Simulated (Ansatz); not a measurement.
# C2H5ClOSi: the cost of one run

Method: RKS BLYP/STO-3G, in Ansatz 0.2.0.

## Step 1: The starting structure

Bond lengths: O1–Si2 1.586 Å, Si2–C3 1.868 Å, Si2–C4 1.890 Å, C3–C4 1.522 Å, C4–Cl5 1.735 Å, O1–H6 1.029 Å, Si2–H7 1.474 Å, C3–H8 1.059 Å, C3–H9 1.104 Å, C4–H10 1.012 Å. Angles (14 of 19 angles, heavy atoms first): O1–Si2–C3 109.3°, O1–Si2–C4 120.7°, C3–Si2–C4 47.8°, Si2–C3–C4 66.9°, Si2–C4–C3 65.4°, Si2–C4–Cl5 114.9°, C3–C4–Cl5 117.4°, O1–Si2–H7 116.9°, C3–Si2–H7 105.9°, C4–Si2–H7 121.9°, Si2–O1–H6 117.8°, Si2–C3–H8 117.2°, Si2–C3–H9 116.3°, C4–C3–H8 119.8°.

Coordinates:

```xyz
10

O    -1.9640    0.0988   -0.5576
Si   -0.5305   -0.5654   -0.6923
C     0.4127   -0.3280    0.9022
C     1.0299    0.4149   -0.2739
Cl    0.8416    2.1388   -0.3179
H    -2.0084    1.1043   -0.3445
H    -0.4882   -2.0113   -0.9763
H    -0.0697    0.2141    1.6729
H     0.9665   -1.2057    1.2783
H     1.8933    0.0884   -0.6879
```

## Step 2: Relaxing the start

Input file input.yaml:

```yaml
crystal:
  periodic: [false, false, false]
  atoms:
    - { symbol: O, position_ang: [-1.964, 0.0988, -0.5576] }
    - { symbol: Si, position_ang: [-0.5305, -0.5654, -0.6923] }
    - { symbol: C, position_ang: [0.4127, -0.328, 0.9022] }
    - { symbol: C, position_ang: [1.0299, 0.4149, -0.2739] }
    - { symbol: Cl, position_ang: [0.8416, 2.1388, -0.3179] }
    - { symbol: H, position_ang: [-2.0084, 1.1043, -0.3445] }
    - { symbol: H, position_ang: [-0.4882, -2.0113, -0.9763] }
    - { symbol: H, position_ang: [-0.0697, 0.2141, 1.6729] }
    - { symbol: H, position_ang: [0.9665, -1.2057, 1.2783] }
    - { symbol: H, position_ang: [1.8933, 0.0884, -0.6879] }
basis:
  gaussian: { orbitals: STO-3G }
hamiltonian:
  xc: blyp
relax:
  f_tol: 0.02
  max_steps: 40
scf:
  lower_state_search: "off"
output:
  orbitals: {}
```

On the command line:

```sh
$ ansatz run input.yaml --threads 1 --pin off --max-ram 2048MiB --backend cpu --events-out ev --progress --plain --runs-dir out
```

What time and memory should one allow on 1 thread of Arm Neoverse V2, shared host?

About 12 s, with a peak of 0.13 GiB.
